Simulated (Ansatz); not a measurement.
# GeClO (quartet): the correlation ladder, cc-pVDZ

How much of the correlation energy of GeClO (quartet) does each wave-function method recover here?

Computed with Ansatz 0.2.0, Gaussian basis. Level: cc-pVDZ, core rule «outside noble gas», up to 20 orbitals frozen.

To be run: UHF; CCSD(T) on ROHF; CCSD(T) on UHF; BCCD(T) on ROHF; CISD as a restricted active space (open shells left free, so some higher excitations enter); CCSDT(Q) on ROHF; CCSDT(Q) on UHF.

19 further runs of the same task are left out: 3 for a known fault of the program, 8 that didn't finish, 8 set aside as unsound or not needed. Runs told in other sessions of the task aren't counted.

## (1) The geometry

The geometry is a PBE0/def2-TZVP stationary point (not a proven minimum) of the parent state, kept for this charge and spin. No spin-orbit coupling is included. The filled d shell of Ge may be among the frozen orbitals whatever the setting's name suggests.

3 atoms, charge 0, spin multiplicity 4.

Atoms are counted from 1 here; the program's logs count them from 0.

Bond lengths: Cl1–Ge3 2.166 Å, O2–Ge3 1.660 Å. Angles: Cl1–Ge3–O2 119.3°.

Coordinates:

| atom | x (Å) | y (Å) | z (Å) |
| --- | --- | --- | --- |
| Cl1 | 0.0000 | 0.2435 | 1.6448 |
| O2 | 0.0000 | 0.8786 | -1.6052 |
| Ge3 | 0.0000 | -0.3123 | -0.4492 |

## (2) UHF

in.yaml reads:

```yaml
crystal:
  periodic: [false, false, false]
  atoms:
    - {symbol: Cl, position_ang: [0.000000, 0.243476, 1.644766]}
    - {symbol: O, position_ang: [0.000000, 0.878551, -1.605214]}
    - {symbol: Ge, position_ang: [0.000000, -0.312338, -0.449193]}
basis:
  gaussian: {orbitals: cc-pVDZ}
magnetization: {spin_polarized: true, initial_magnetization: 3}
hamiltonian: {xc: hf}
output: {orbitals: {seedname: orbitals}}
```

Launch:

```bash
> ansatz run in.yaml --threads 1 --pin off --events-out ev --progress --plain --max-ram 2393MiB
```

After this run come: CCSD(T) on ROHF; CCSD(T) on UHF; BCCD(T) on ROHF; CISD as a restricted active space (open shells left free, so some higher excitations enter); CCSDT(Q) on ROHF; CCSDT(Q) on UHF.

**Question.** What will the summary of the whole plan be? Wanted: UCCSDT(Q) from the RHF energy; RMP2 from UCCSDT(Q); UMP2 from UCCSDT(Q); RCCSD from UCCSDT(Q); RCCSD(T) from UCCSDT(Q); UCCSD(T) from UCCSDT(Q); RCCSDT(Q) from UCCSDT(Q); T1 diagnostic.

As calculated:

```
                         quantity                      value
    UCCSDT(Q) from the ROHF energy                -10.0425 eV
              RMP2 from UCCSDT(Q)                +1112.8 meV
              UMP2 from UCCSDT(Q)                +1103.0 meV
             RCCSD from UCCSDT(Q)                 +296.6 meV
          RCCSD(T) from UCCSDT(Q)                  +70.0 meV
          UCCSD(T) from UCCSDT(Q)                  +60.0 meV
         RCCSDT(Q) from UCCSDT(Q)                  +12.9 meV
levels within 1 kcal/mol (43 meV)  RCCSDT, UCCSDT, RCCSDT(Q)
                    T1 diagnostic                      0.025
```

What this shows: RCCSD(T) misses by +70.0 meV, 0.7 % of the correlation energy. These misses are within one basis, not against nature; the frozen cores of restricted and unrestricted runs differ, which can shift their rows.
